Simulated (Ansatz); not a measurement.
# CH₄AlNOSi: basis-set convergence

One table from this session's results is given with a row withheld; the runs are named, their logs left out.

The runs use Ansatz 0.2.0, Gaussian basis; one geometry, several basis sets.

The runs, in order: PBE0-D4/def2-SVP; ωB97M-V/def2-SVP; PBE0-D4/def2-QZVPP; ωB97M-V/def2-QZVPP; the functionals' def2-TZVPP values are taken from earlier runs.

## Structure used throughout

An earlier PBE0-D4 in a triple-zeta def2 set relaxation fixed the geometry.

SMILES `[OH][Al]1[CH]=N[SiH2]1`, 9 atoms, charge 0, spin multiplicity 1.

Atoms are counted from 1 here; the program's logs count them from 0.

Bond lengths: O1–Al2 1.691 Å, O1–H6 0.956 Å, Al2–C3 1.997 Å, Al2–Si5 2.425 Å, C3–N4 1.280 Å, C3–H7 1.097 Å, N4–Si5 1.792 Å, Si5–H8 1.490 Å, Si5–H9 1.490 Å. Angles: Al2–O1–H6 126.9°, O1–Al2–C3 135.1°, O1–Al2–Si5 154.1°, C3–Al2–Si5 70.8°, Al2–C3–N4 101.8°, Al2–C3–H7 139.7°, N4–C3–H7 118.5°, C3–N4–Si5 113.6°, Al2–Si5–N4 73.8°, Al2–Si5–H8 124.2°, Al2–Si5–H9 124.2°, N4–Si5–H8 110.1°, N4–Si5–H9 110.2°, H8–Si5–H9 106.9°.

Geometry (Å):

```
O    -0.8311    2.1766   -1.3898
Al   -0.2700    0.8317   -0.5322
C     1.5288    0.1161   -0.0414
N     1.2201   -0.9403    0.6121
Si   -0.5459   -1.2129    0.7420
H    -1.7424    2.4098   -1.5582
H     2.5907    0.3614   -0.1697
H    -0.9540   -1.2592    2.1740
H    -0.9076   -2.5294    0.1461
```

The first run:

The input, in.yaml:

```yaml
crystal:
  periodic: [false, false, false]
  atoms:
    - {symbol: O, position_ang: [-0.831068, 2.176575, -1.389775]}
    - {symbol: Al, position_ang: [-0.270005, 0.831727, -0.532160]}
    - {symbol: C, position_ang: [1.528807, 0.116067, -0.041372]}
    - {symbol: N, position_ang: [1.220097, -0.940331, 0.612104]}
    - {symbol: Si, position_ang: [-0.545943, -1.212938, 0.742007]}
    - {symbol: H, position_ang: [-1.742379, 2.409779, -1.558232]}
    - {symbol: H, position_ang: [2.590696, 0.361360, -0.169681]}
    - {symbol: H, position_ang: [-0.954004, -1.259215, 2.173950]}
    - {symbol: H, position_ang: [-0.907600, -2.529425, 0.146058]}
basis:
  gaussian: {orbitals: def2-SVP}
hamiltonian: {xc: pbe0, dispersion: d4}
output: {orbitals: {seedname: orbitals}}
```

The run is started by

```console
$ ansatz run in.yaml --threads 2 --pin off --events-out ev --progress --plain --max-ram 4352MiB
```

Among the steps run: PBE0-D4 in def2-SVP; ωB97M-V in def2-SVP; PBE0-D4 in def2-QZVPP; ωB97M-V in def2-QZVPP.

One table of the session follows, with a row left open; its other results are not shown here.

| functional | basis | HOMO (eV) | LUMO (eV) |
| --- | --- | --- | --- |
| PBE0-D4 | def2-SVP | -6.33 | -1.54 |
| PBE0-D4 | def2-TZVPP | -6.46 | -1.68 |
| PBE0-D4 | def2-QZVPP | -6.49 | -1.73 |
| ωB97M-V | def2-SVP | -8.48 | 0.43 |
| ωB97M-V | def2-TZVPP | -8.63 | 0.21 |
| ωB97M-V | def2-QZVPP | ? | ? |

Q: Estimate the row for ωB97M-V, def2-QZVPP from the others.

As computed: HOMO (eV): -8.67; LUMO (eV): 0.06. In the column «HOMO (eV)» it is the lowest.
